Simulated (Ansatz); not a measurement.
**C₃H₈Cl₃NSn: taking an electron away**

The task here is to estimate one member of a computed series from the others.

Computed with Ansatz 0.2.0, Gaussian basis. Level: unrestricted cation, the program's frozen cores in correlated methods.

The runs, in order: UKS PBE-D4/def2-TZVPP; UKS r2SCAN-D4/def2-TZVPP; UKS PBE0-D4/def2-TZVPP; UKS B3LYP-D4/def2-TZVPP; UKS wB97X-V/def2-TZVPP; UKS wB97M-V/def2-TZVPP; UKS B2PLYP/def2-TZVPP; UHF-CCSD(T)/def2-TZVPP; UHF-MP2/def2-QZVPP; extrapolation to the limit; then −ε(HOMO) from the neutral's earlier runs with LDA (SPW92), PBE-D4, revPBE-D4, BLYP-D4, r2SCAN-D4, B97M-V, PBE0-D4, B3LYP-D4, r2SCANh-D4, r2SCAN0-D4, HSE06-D4, BHLYP-D4, CAM-B3LYP-D4, LC-ωPBE, ωB97X-V, ωB97M-V.

## The relaxed structure

All runs share one geometry, relaxed beforehand with PBE0-D4 in a triple-zeta def2 set. Sn takes the def2 core potential; no spin-orbit term is included.

SMILES `CC(C)[NH][Sn]([Cl])([Cl])[Cl]`, 16 atoms, charge 0, spin multiplicity 1.

Atoms are counted from 1 here; the program's logs count them from 0.

Bond lengths: C1–C2 1.516 Å, C1–H9 1.091 Å, C1–H10 1.093 Å, C1–H11 1.096 Å, C2–C3 1.519 Å, C2–N4 1.466 Å, C2–H12 1.100 Å, C3–H13 1.092 Å, C3–H14 1.092 Å, C3–H15 1.093 Å, N4–Sn5 1.995 Å, N4–H16 1.014 Å, Sn5–Cl6 2.314 Å, Sn5–Cl7 2.298 Å, Sn5–Cl8 2.304 Å. Angles: C2–C1–H9 110.4°, C2–C1–H10 110.5°, C2–C1–H11 112.0°, H9–C1–H10 108.8°, H9–C1–H11 106.7°, H10–C1–H11 108.3°, C1–C2–C3 111.4°, C1–C2–N4 109.7°, C1–C2–H12 108.1°, C3–C2–N4 108.1°, C3–C2–H12 108.2°, N4–C2–H12 111.3°, C2–C3–H13 110.3°, C2–C3–H14 110.5°, C2–C3–H15 111.2°, H13–C3–H14 108.8°, H13–C3–H15 108.3°, H14–C3–H15 107.8° and more.

The first run:

Input file in.yaml:

```yaml
crystal:
  periodic: [false, false, false]
  atoms:
    - {symbol: C, position_ang: [1.263042, 0.142206, -0.766964]}
    - {symbol: C, position_ang: [0.517643, -0.189710, 0.510645]}
    - {symbol: C, position_ang: [0.977101, -1.515282, 1.093060]}
    - {symbol: N, position_ang: [-0.918775, -0.287023, 0.233419]}
    - {symbol: Sn, position_ang: [-1.878095, 1.214662, -0.662859]}
    - {symbol: Cl, position_ang: [-1.063961, 3.312192, -0.120504]}
    - {symbol: Cl, position_ang: [-1.784826, 1.066167, -2.954461]}
    - {symbol: Cl, position_ang: [-4.088718, 1.080173, -0.028770]}
    - {symbol: H, position_ang: [2.338401, 0.173257, -0.583415]}
    - {symbol: H, position_ang: [1.058916, -0.606899, -1.535582]}
    - {symbol: H, position_ang: [0.982441, 1.124869, -1.161821]}
    - {symbol: H, position_ang: [0.729318, 0.600543, 1.246007]}
    - {symbol: H, position_ang: [0.805828, -2.323228, 0.377941]}
    - {symbol: H, position_ang: [2.042028, -1.478030, 1.333179]}
    - {symbol: H, position_ang: [0.435860, -1.751421, 2.013109]}
    - {symbol: H, position_ang: [-1.439003, -0.584977, 1.051318]}
basis:
  gaussian: {orbitals: def2-TZVPP}
total_charge: 1
magnetization: {spin_polarized: true, initial_magnetization: 1}
hamiltonian: {xc: pbe, dispersion: d4}
```

Run with:

```
$ ansatz run in.yaml --threads 4 --pin off --events-out ev --progress --plain --max-ram 41984MiB --backend cuda --devices 0, --max-vram 37GiB
```

Among the steps run: Cation, UKS PBE-D4/def2-TZVPP; Cation, UKS r2SCAN-D4/def2-TZVPP; Cation, UKS PBE0-D4/def2-TZVPP; Cation, UKS B3LYP-D4/def2-TZVPP; Cation, UKS wB97X-V/def2-TZVPP; Cation, UKS wB97M-V/def2-TZVPP; Cation, UKS B2PLYP (frozen core)/def2-TZVPP; Cation, UHF-CCSD(T)/def2-TZVPP; Cation, UHF-MP2/def2-QZVPP.

One table of the session follows, with a row left open; its other results are not shown here.

For comparison, −ε(HOMO) of the neutral from earlier runs:

```
  functional  −ε(HOMO) (eV)
 LDA (SPW92)           6.46
      PBE-D4           6.30
   revPBE-D4           6.23
     BLYP-D4           6.18
   r2SCAN-D4           6.60
      B97M-V           6.71
     PBE0-D4           7.67
    B3LYP-D4           7.44
  r2SCANh-D4           7.10
  r2SCAN0-D4              ?
    HSE06-D4           7.26
    BHLYP-D4           8.97
CAM-B3LYP-D4           9.06
     LC-ωPBE          10.42
     ωB97X-V          10.08
     ωB97M-V           9.98
```

Estimate the missing values for r2SCAN0-D4.

Worked estimate for «−ε(HOMO) (eV)». Against the share of exact exchange, r2SCAN-D4 (0, 6.60), r2SCANh-D4 (0.1, 7.10) give a slope of 5.00 per unit share; at 0.25 the line stands at 7.85.

As computed: −ε(HOMO) (eV): 7.87. In «−ε(HOMO) (eV)» the line misses by -0.02.
